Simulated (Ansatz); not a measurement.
**HBrO (triplet): the correlation ladder at distance Br1–H2 along a hydrogen transfer = 1.619 Å, cc-pVDZ**

How much of the correlation energy of HBrO (triplet) does each wave-function method recover here?

The runs use Ansatz 0.2.0, Gaussian basis; cc-pVDZ, core rule «outside noble gas», up to 15 orbitals frozen.

Plan: UHF; CCSD(T) on ROHF; CCSD(T) on UHF; BCCD(T) on ROHF; CISD; CCSDT(Q) on ROHF; CCSDT(Q) on UHF; CASSCF and MRCISD+Q, 4 electrons in 4 orbitals; CASSCF and NEVPT2, 4 electrons in 4 orbitals; CASSCF and MRCISD+Q, 14 electrons in 9 orbitals; CASSCF and NEVPT2, 14 electrons in 9 orbitals.

8 further runs of the same task are left out: 1 for a mislabelled method, 4 that didn't finish, 3 set aside as unsound or not needed.

**1. The system**

The geometry derives from fragments relaxed apart (PBE0/def2-TZVP) and kept rigid, so it is no stationary point. A hydrogen atom is moved between rigid fragments. No spin-orbit coupling is included. The filled d shell of Br may be among the frozen orbitals whatever the setting's name suggests; the logs give the count.

3 atoms, charge 0, spin multiplicity 3.

Atoms are counted from 1 here; the program's logs count them from 0.

Bond lengths: Br1–H2 1.619 Å, H2–O3 1.139 Å. Angles: Br1–H2–O3 180.0°.

**2. UHF**

File in.yaml:

```yaml
crystal:
  periodic: [false, false, false]
  atoms:
    - {symbol: Br, position_ang: [0.000000, 0.000000, -1.459000]}
    - {symbol: H, position_ang: [0.000000, 0.000000, 0.160000]}
    - {symbol: O, position_ang: [0.000000, 0.000000, 1.299000]}
basis:
  gaussian: {orbitals: cc-pVDZ}
magnetization: {spin_polarized: true, initial_magnetization: 2}
hamiltonian: {xc: hf}
output: {orbitals: {seedname: orbitals}}
```

Command:

```bash
ansatz run in.yaml --threads 1 --pin off --events-out ev --progress --plain --max-ram 2393MiB
```

After this run come: CCSD(T) on ROHF; CCSD(T) on UHF; BCCD(T) on ROHF; CISD; CCSDT(Q) on ROHF; CCSDT(Q) on UHF; CASSCF and MRCISD+Q, 4 electrons in 4 orbitals; CASSCF and NEVPT2, 4 electrons in 4 orbitals; CASSCF and MRCISD+Q, 14 electrons in 9 orbitals; CASSCF and NEVPT2, 14 electrons in 9 orbitals.

Q: Predict the results of all the runs planned. Wanted: UCCSDT(Q) below the RHF energy; RMP2 from UCCSDT(Q); UMP2 from UCCSDT(Q); RCCSD from UCCSDT(Q); RCCSD(T) from UCCSDT(Q); UCCSD(T) from UCCSDT(Q); RCCSDT(Q) from UCCSDT(Q); MRCISD+Q pair from UCCSDT(Q); NEVPT2 valence from UCCSDT(Q).

**Answer**, as computed:

```
                         quantity                                                   value
   UCCSDT(Q) below the RHF energy                                              -8.4064 eV
              RMP2 from UCCSDT(Q)                                              +841.1 meV
              UMP2 from UCCSDT(Q)                                             +1023.8 meV
             RCCSD from UCCSDT(Q)                                              +179.2 meV
          RCCSD(T) from UCCSDT(Q)                                               +34.8 meV
          UCCSD(T) from UCCSDT(Q)                                               +33.2 meV
         RCCSDT(Q) from UCCSDT(Q)                                                +1.9 meV
     MRCISD+Q pair from UCCSDT(Q)                                               +63.6 meV
    NEVPT2 valence from UCCSDT(Q)                                             +1386.2 meV
  MRCISD+Q valence from UCCSDT(Q)                                               +50.3 meV
levels within 1 kcal/mol (43 meV)  RCCSD(T), UCCSD(T), BCCD(T), RCCSDT, UCCSDT, RCCSDT(Q)
                    T1 diagnostic                                                   0.021
   effectively unpaired electrons                                                    2.02
```

RCCSD(T) misses by +34.8 meV, 0.4 % of the correlation energy. One determinant dominates. Of the multireference levels listed MRCISD+Q valence comes nearest in total energy (+50.3 meV), which doesn't show that its space is the better one. These misses are within one basis, not against nature; the frozen cores of restricted and unrestricted runs differ, which can shift their rows.
